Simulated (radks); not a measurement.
# Ce⁺ in [Xe] 4f1 5d2: an all-electron calculation

What are the levels of the cerium ion Ce+, how large are its shells, and how does its energy divide?

Method: scalar-relativistic Kohn-Sham, r2SCAN, spin-polarised, spherical densities, finite nucleus; open shells are filled with parallel spins first. Code: radks (a radial shooting solver on a logarithmic mesh, Libxc functionals) version 1.

**1. Starting point**

```
element            : cerium (Z = 58)
charge             : +1
electrons          : 57
configuration      : [Xe] 4f1 5d2
nuclear rms radius : 4.8771 fm
```

The outer shells:

Ce⁺
```
[Xe] core
4f [↑ ][  ][  ][  ][  ][  ][  ]
5d [↑ ][↑ ][  ][  ][  ]
```

**2. The run**

The run's settings:

```text
Z 58
configuration [Xe] 4f1 5d2 6s0 6p0 5f0 6d0
relativity scalar-relativistic
functional r2scan,r2scan
spin polarised
nucleus finite rms 4.8771 fm
c 137.035999084
```

Run with:

```bash
> python run_ks.py task.json out
```

This one command runs every case of the session in turn.

What does the calculation give?

As calculated:

| quantity | value |
| --- | --- |
| total energy | -8860.9039 hartree |
| exchange-correlation share of it | 2.37 % |
| −T/E | 1.0599 |
| highest occupied level | 5d up, -7.589 eV |
| most extended occupied level | 5d up, <r> = 2.79 bohr |
| radius at density 0.001 e/bohr³ | 4.34 bohr |
| maxima of the radial density | 4 |
| ionisation energy, NIST | 10.96 (semi-emp.) eV |

**Reading.** The radial density shows 4 maxima for 5 occupied principal shells; where shells overlap, one shows as a shoulder or not at all. Relativity lifts −T/E to 1.060. Minus the highest eigenvalue, 7.589 eV, is 69 % of the tabulated ionisation energy (10.96 eV); the potential of a semilocal functional falls off too fast, so its top eigenvalue is too shallow. Open shells are spherical and high-spin; term and fine-structure splittings are not resolved. Spin-orbit splitting is averaged out at the scalar-relativistic level.
